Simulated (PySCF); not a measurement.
**CsK: from the state search to spectroscopic constants**

One table from this session's results is given with a row withheld; the runs are named, their logs left out.

Method: Cs def2-SVPD with ECP46, K def2-SVPD, scalar-relativistic core potentials; program: PySCF 2.14.0.

The first run:

A driver script around PySCF takes these settings:

| Property | Result |
| --- | --- |
| atoms | Cs, K |
| charge | 0 |
| basis | Cs def2-SVPD with ECP46, K def2-SVPD |
| Hamiltonian | scalar-relativistic core potentials |
| basis functions | 54 |
| electrons treated | 28 |
| masses in u | 132.9054, 38.9637 |
| levels | PBE0, PBE, r²SCAN, PW91, BP86, PBEsol, CAM-B3LYP, HF, MP2, SCS-MP2, CCSD, CCSD(T) |
| grid | 80 radial by 434 angular points |
| occupations | held fixed by the projection of orbital angular momentum |
| dissociation limit | Cs + K, each in its ground configuration |
| starting distance in angstrom | 4.150 |
| values of 2S to try | 0, 2 |

Among the steps run: The job; First curve: PBE0; Excited determinants; PBE (GGA); r²SCAN (meta-GGA); PW91; BP86 (GGA); PBEsol (GGA); CAM-B3LYP; RHF; MP2 and coupled cluster.

One table of the session follows, with a row left open; its other results are not shown here.

Energy (eV) from each level's lowest point:

```
R (Å)    RHF  RHF-MP2  RHF-SCS-MP2  RHF-CCSD  RHF-CCSD(T)
3.773  0.216    0.113        0.126       n/a          n/a
3.948  0.128    0.051        0.060     0.061        0.060
4.124  0.066    0.015        0.020     0.021        0.021
4.255  0.034    0.002        0.005     0.005        0.005
4.387  0.014    0.000        0.000     0.000        0.000
4.519      ?        ?            ?         ?            ?
4.694  0.000    0.026        0.020     0.018        0.017
4.913  0.014    0.063        0.054     0.049        0.046
5.177  0.048    0.121        0.108     0.098        0.091
5.528  0.116    0.211        0.194       n/a          n/a
```

**Question.** Estimate the row for R (Å) = 4.519.

Worked estimate for «RHF». A straight line through the neighbours (4.387, 0.014) and (4.694, 0.000) gives 0.014 + (0.000 − 0.014) × (4.519 − 4.387) / (4.694 − 4.387) = 0.008; a parabola fitted to 4 rows on both sides gives 0.003.

The run gave: RHF: 0.002; RHF-MP2: 0.006; RHF-SCS-MP2: 0.004; RHF-CCSD: 0.003; RHF-CCSD(T): 0.003. In «RHF» the line misses by +0.006 and the parabola by +0.001.

State 2 has its PBE0 minimum 0.43 eV higher. State 3 has its PBE0 minimum 1.05 eV higher. The other levels ran on the lowest alone.
